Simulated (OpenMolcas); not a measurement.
**C3H9ClSi (chlorotrimethylsilane) at HCTH407/ANO-L-VDZP**

What is the vertical electron affinity of C3H9ClSi (chlorotrimethylsilane) at HCTH407/ANO-L-VDZP? 

Program for the calculation: OpenMolcas 26.06.

## Step 1: The system as given

C3H9ClSi: 14 atoms, total charge 0, spin state singlet. As SMILES, `C[Si](C)(C)Cl`. The shape is that of a GFN2-xTB optimisation.

Bond lengths: C1–Si2 1.905 Å, Si2–C3 1.905 Å, Si2–C4 1.905 Å, Si2–Cl5 2.045 Å, C1–H6 1.086 Å, C1–H7 1.085 Å, C1–H8 1.086 Å, C3–H9 1.086 Å, C3–H10 1.086 Å, C3–H11 1.086 Å, C4–H12 1.086 Å, C4–H13 1.087 Å, C4–H14 1.087 Å. Some angles: C1–Si2–C3 110.7°, C1–Si2–C4 110.7°, C1–Si2–Cl5 108.2°, C3–Si2–C4 110.8°, C3–Si2–Cl5 108.2°, C4–Si2–Cl5 108.2°, Si2–C1–H6 111.3°, Si2–C1–H7 111.3°, Si2–C1–H8 111.3°, Si2–C3–H9 111.3°.

## Step 2: The energy at HCTH407/ANO-L-VDZP

File job.inp:

```
>>> EXPORT MOLCAS_PRINT=2
&GATEWAY
COORD
14
angstrom
C       -1.708880       0.572690       0.221820
Si       0.120760       0.339140      -0.255820
C        1.228450       0.344040       1.294310
C        0.356180      -1.267600      -1.251100
Cl       0.676620       1.909920      -1.440900
H       -1.860620       1.502450       0.763110
H       -2.056510      -0.237050       0.855530
H       -2.346530       0.599820      -0.657310
H        1.124970       1.271420       1.850730
H        2.277120       0.237840       1.031060
H        0.973650      -0.471230       1.964250
H        0.095770      -2.139930      -0.659690
H        1.386550      -1.385610      -1.575280
H       -0.267530      -1.275900      -2.140720
BASIS
ANO-L-VDZP
GROUP
NoSym
&SEWARD
&SCF
KSDFT
GGA_XC_HCTH_407
PRORBITALS
1 1
```

Run with:

```console
$ export MOLCAS_MEM=1860
$ pymolcas job.inp > job.log
```

What it wrote:

```text
--- Start Module: gateway ---
[...]
--- Stop Module: gateway /rc=_RC_ALL_IS_WELL_ ---
--- Start Module: seward ---
[...]
      Basis functions          123
--- Stop Module: seward /rc=_RC_ALL_IS_WELL_ ---
[...]
--- Start Module: scf ---
[...]
       Convergence after  11 Iterations
[...]
::    Total KS-DFT energy                            -869.6847008822
[...]
      Total spin, S                                     0.0000000000
[...]
      Total electronic charge=   58.000000
      Total            charge=   -0.000000
[...]
      Dipole Moment (debye):
      Origin of the operator (angstrom)=    0.2302    0.6495   -0.4899
                   X= -5.4394E-01               Y= -1.5438E+00               Z=  1.1633E+00           Total=  2.0081E+00
      Quadrupole Moment (debye*angstrom):
[...]
--- Stop Module: scf /rc=_RC_ALL_IS_WELL_ ---
[...]
```

Wall time 69 s (1 thread of Arm Neoverse V1, shared host); peak memory 0.8 GiB.

## Step 3: The doublet anion at the same level

job.inp: that of step 2 with these lines changed.

```diff
@@ -2,3 +2,3 @@
 &GATEWAY
-COORD
+Coord
 14
@@ -19,11 +19,10 @@
 H       -0.267530      -1.275900      -2.140720
-BASIS
-ANO-L-VDZP
-GROUP
-NoSym
+Basis=ANO-L-VDZP
+Group=NoSym
 &SEWARD
 &SCF
-KSDFT
-GGA_XC_HCTH_407
-PRORBITALS
-1 1
+UHF
+Charge=-1
+Spin=2
+KSDFT=GGA_XC_HCTH_407
+PrOrbitals=1 1
```

Run with:

```console
$ export MOLCAS_MEM=1860
$ pymolcas job.inp > job.log
```

What it wrote:

```text
--- Start Module: gateway ---
[...]
--- Stop Module: gateway /rc=_RC_ALL_IS_WELL_ ---
--- Start Module: seward ---
[...]
      Basis functions          123
--- Stop Module: seward /rc=_RC_ALL_IS_WELL_ ---
[...]
--- Start Module: scf ---
[...]
       Convergence after  16 Iterations
[...]
::    Total KS-DFT energy                            -869.6330774875
[...]
      Total spin, S                                     0.5018676064
[...]
      Total electronic charge=   59.000000
      Total            charge=   -1.000000
[...]
      Dipole Moment (debye):
      Origin of the operator (angstrom)=    0.2302    0.6495   -0.4899
                   X=  7.3212E-01               Y=  2.0696E+00               Z= -1.5671E+00           Total=  2.6972E+00
      Center of Charge (angstrom)
[...]
--- Stop Module: scf /rc=_RC_ALL_IS_WELL_ ---
[...]
```

Run time: 97 s. Hardware: 1 thread of Arm Neoverse V1, shared host; peak memory 0.8 GiB.

## Step 4: Results

At HCTH407/ANO-L-VDZP:

| quantity | value |
| --- | --- |
| singlet C3H9ClSi: total energy | -869.68470 Eh |
| singlet C3H9ClSi: dipole moment | 2.01 D |
| singlet C3H9ClSi: HOMO energy | -7.22 eV |
| singlet C3H9ClSi: LUMO energy | -0.50 eV |
| singlet C3H9ClSi: HOMO–LUMO gap | 6.73 eV |
| doublet anion: total energy | -869.63308 Eh |
| doublet anion: HOMO energy (highest over α and β) | 3.07 eV |
| doublet anion: ⟨S²⟩ | 0.754 |
| vertical electron affinity (to the doublet anion) | -1.405 eV |

In words: The anion lies 1.40 eV (136 kJ/mol) above the neutral: the electron isn't bound at this level, and such a value depends on the basis. Without diffuse functions anions come out too high. Mulliken charges (singlet C3H9ClSi) run from -0.24 on Cl5 to +0.30 on Si2. Mulliken charges (doublet anion) run from -0.26 on Cl5 to +0.44 on Si2; they depend strongly on the basis. The HOMO (doublet anion) lies at positive energy, 3.07 eV, as semi-local functionals often give for anions; only total energies tell whether the electron is bound.
